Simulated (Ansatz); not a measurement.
# AlF3H2: the cost of one run

Method: RKS B3LYP/def2-SVP, in Ansatz 0.2.0.

## (1) Starting point

Bond lengths: Al1–F3 1.690 Å, Al1–F4 1.690 Å, Al1–F5 1.990 Å. Angles: F3–Al1–F4 120.0°, F3–Al1–F5 97.0°, F4–Al1–F5 101.2°.

Coordinates:

```xyz
6

Al    0.0000    0.0000    0.0000
H     0.0000    0.0000    1.9100
F     1.4635    0.0000   -0.8450
F    -1.4635    0.0000   -0.8450
F     0.0832   -1.8866    0.6275
H     0.0446   -1.0119    1.7645
```

## (2) Pulling towards end A

Springs on the bonds that form and break draw the guess towards this end; the thresholds are loose.

input.yaml

```yaml
crystal:
  periodic: [false, false, false]
  atoms:
    - { symbol: Al, position_ang: [0.0, 0.0, 0.0] }
    - { symbol: H, position_ang: [0.0, 0.0, 1.91] }
    - { symbol: F, position_ang: [1.4635, 0.0, -0.845] }
    - { symbol: F, position_ang: [-1.4635, 0.0, -0.845] }
    - { symbol: F, position_ang: [0.0832, -1.8866, 0.6275] }
    - { symbol: H, position_ang: [0.0446, -1.0119, 1.7645] }
basis:
  gaussian: { orbitals: def2-SVP }
hamiltonian:
  xc: b3lyp
relax:
  f_tol: 0.15
  max_steps: 25
  restrain:
    - { distance: [0, 4], at: 2.89, k: 30.0 }
    - { distance: [5, 1], at: 1.86, k: 30.0 }
    - { distance: [0, 1], at: 1.56, k: 30.0 }
    - { distance: [5, 4], at: 0.92, k: 30.0 }
```

Command:

```console
ansatz run input.yaml --threads 1 --pin off --max-ram 2048MiB --backend cpu --events-out ev --progress --plain --runs-dir out
```

**Question.** How long does this run take on 1 thread of Arm Neoverse V2, shared host, and how much memory does it need?

About 13 s, with a peak of 0.12 GiB.
